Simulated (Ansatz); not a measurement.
**C2H3ClFNOSi: a ladder of functionals and wavefunction methods**

One table from this session's results is given with a row withheld; the runs are named, their logs left out.

Computed with Ansatz 0.2.0, Gaussian basis. Level: functionals in def2-TZVPP, the program's frozen cores in correlated methods.

Plan: LDA (SPW92), PBE-D4, revPBE-D4, BLYP-D4, r2SCAN-D4, B97M-V, PBE0-D4, B3LYP-D4, r2SCANh-D4, r2SCAN0-D4, HSE06-D4, BHLYP-D4, CAM-B3LYP-D4, LC-ωPBE, ωB97X-V, ωB97M-V, B2PLYP, PBE-QIDH; CCSD(T)/def2-SVP; CCSD(T)/def2-TZVPP; MP2/def2-QZVPP; extrapolation to the limit; RPA on PBE.

### Structure used throughout

The geometry comes from an earlier relaxation with PBE0-D4 in a triple-zeta def2 set; it is a stationary point, not always the lowest conformer.

10 atoms, charge 0, spin multiplicity 1.

Atoms are counted from 1 here; the program's logs count them from 0.

Bond lengths: C1–Si2 1.833 Å, C1–H8 1.092 Å, C1–H9 1.093 Å, C1–H10 1.092 Å, Si2–F3 1.586 Å, Si2–Cl4 2.039 Å, Si2–N5 1.695 Å, N5–C6 1.198 Å, C6–O7 1.160 Å. Angles: Si2–C1–H8 110.6°, Si2–C1–H9 110.0°, Si2–C1–H10 110.4°, H8–C1–H9 108.7°, H8–C1–H10 108.5°, H9–C1–H10 108.6°, C1–Si2–F3 110.2°, C1–Si2–Cl4 111.6°, C1–Si2–N5 111.3°, F3–Si2–Cl4 107.0°, F3–Si2–N5 107.3°, Cl4–Si2–N5 109.2°, Si2–N5–C6 154.7°, N5–C6–O7 177.3°.

Set-up of the first run:

File in.yaml:

```yaml
crystal:
  periodic: [false, false, false]
  atoms:
    - {symbol: C, position_ang: [-1.546918, -0.479000, -0.140808]}
    - {symbol: Si, position_ang: [0.145923, -0.325730, 0.545957]}
    - {symbol: F, position_ang: [0.080822, 0.028428, 2.090503]}
    - {symbol: Cl, position_ang: [1.185230, -2.071266, 0.376559]}
    - {symbol: N, position_ang: [1.009586, 0.915361, -0.219737]}
    - {symbol: C, position_ang: [1.990861, 1.432739, -0.671801]}
    - {symbol: O, position_ang: [2.910100, 1.974165, -1.127542]}
    - {symbol: H, position_ang: [-2.102629, -1.260961, 0.380123]}
    - {symbol: H, position_ang: [-2.083277, 0.466138, -0.028010]}
    - {symbol: H, position_ang: [-1.506498, -0.731072, -1.202243]}
basis:
  gaussian: {orbitals: def2-TZVPP}
hamiltonian: {xc: lda}
output: {orbitals: {seedname: orbitals}}
```

Command:

```sh
ansatz run in.yaml --threads 2 --pin off --events-out ev --progress --plain --max-ram 32768MiB --backend cuda --devices 0, --max-vram 18GiB
```

Steps of the session up to this table: LDA; PBE-D4 (GGA); revPBE-D4 (GGA); BLYP-D4 (GGA); r2SCAN-D4 (meta-GGA); B97M-V (meta-GGA); PBE0-D4 (hybrid); B3LYP-D4 (hybrid); r2SCANh-D4 (hybrid); r2SCAN0-D4 (hybrid); HSE06-D4 (hybrid); BHLYP-D4 (hybrid); CAM-B3LYP-D4 (range-separated); LC-ωPBE (range-separated); ωB97X-V (range-separated); ωB97M-V (range-separated); B2PLYP (double hybrid); PBE-QIDH (double hybrid).

One table of the session follows, with a row left open; its other results are not shown here.

It belongs to the step «Frontier levels by functional». 

```
  functional  HOMO (eV)  gap (eV)
 LDA (SPW92)      -7.94      6.74
      PBE-D4      -7.73      6.85
   revPBE-D4      -7.65      6.89
     BLYP-D4      -7.58      6.84
   r2SCAN-D4      -8.07      7.51
      B97M-V      -8.10      7.70
     PBE0-D4      -9.16      9.29
    B3LYP-D4      -8.90      8.79
  r2SCANh-D4          ?         ?
  r2SCAN0-D4      -9.40      9.73
    HSE06-D4      -8.76      8.51
    BHLYP-D4     -10.48     11.73
CAM-B3LYP-D4     -10.53     11.80
     LC-ωPBE     -11.89     14.35
     ωB97X-V     -11.52     13.92
     ωB97M-V     -11.39     13.61
```

Q: Estimate the row for r2SCANh-D4 from the others.

Worked estimate for «HOMO (eV)». Against the share of exact exchange, r2SCAN-D4 (0, -8.07), r2SCAN0-D4 (0.25, -9.40) give a slope of -5.32 per unit share; at 0.1 the line stands at -8.60.

**Answer.** HOMO (eV): -8.60; gap (eV): 8.40. In «HOMO (eV)» the line misses by 0.00.
